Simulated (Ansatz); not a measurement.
Here is an Ansatz 0.2.0 calculation.

File input.yaml:

```yaml
crystal:
  lattice:
    - [4.938563, 0.0, 0.0]
    - [-2.06239, 5.194497, 0.0]
    - [-0.696781, -0.653765, 6.233256]
  atoms:
    - { symbol: Br, position: [0.665798, 0.855013, 0.242756] }
    - { symbol: Br, position: [0.334202, 0.144987, 0.757244] }
    - { symbol: P, position: [0.64072, 0.499757, 0.631871] }
    - { symbol: P, position: [0.35928, 0.500243, 0.368129] }
hamiltonian:
  xc: revpbe
  pseudopotentials: { kind: paw }
kpoints:
  mp_grid: { grid: [4, 3, 3] }
  band_path:
    path:
      - [[0.0, 0.0, -0.5], [0.0, 0.0, 0.0], [0.0, 0.5, 0.0]]
      - [[0.0, 0.5, -0.5], [0.0, 0.0, 0.0], [0.5, -0.5, 0.0]]
      - [[0.5, -0.5, -0.5], [0.0, 0.0, 0.0], [0.5, 0.0, 0.0]]
      - [[0.5, 0.0, -0.5], [0.0, 0.0, 0.0]]
    npoints: 14
scf:
  occupations: { method: fermi_dirac, width: 0.05 }
  n_extra_bands: 10
output:
  forces: true
  stress: true
  eigenvalues: true
  fatbands: true
  write_density: true
  write_potential: true
  elf: true
  volumetric_format: npy
```

Potentials or basis: Ansatz PAW.

The run is started by

```bash
$ ansatz run input.yaml --threads 2 --pin off --max-ram 5632MiB --backend cpu --events-out ev --progress --plain --runs-dir out
```

Problem. Predict the largest force.

Solution. 0.112 eV/Å.

Problem. Estimate the band gap along the path.

Solution. 1.46 eV, direct.

Problem. What does it give for the band gap on the k mesh?

Solution. 1.68 eV, direct.

Stress tensor (GPa, compression positive):
```
 0.80  0.01  0.17
 0.01  1.04 -0.01
 0.17 -0.01  1.01
```

Caveat: the k mesh misses the band edges, so the gap on the mesh is wider than the one along the path; the PAW data sets come from PBE, with cores solved anew for the run's functional, which leaves a small shift of forces and pressure. As with any semilocal functional, this revPBE gap is likely too small.
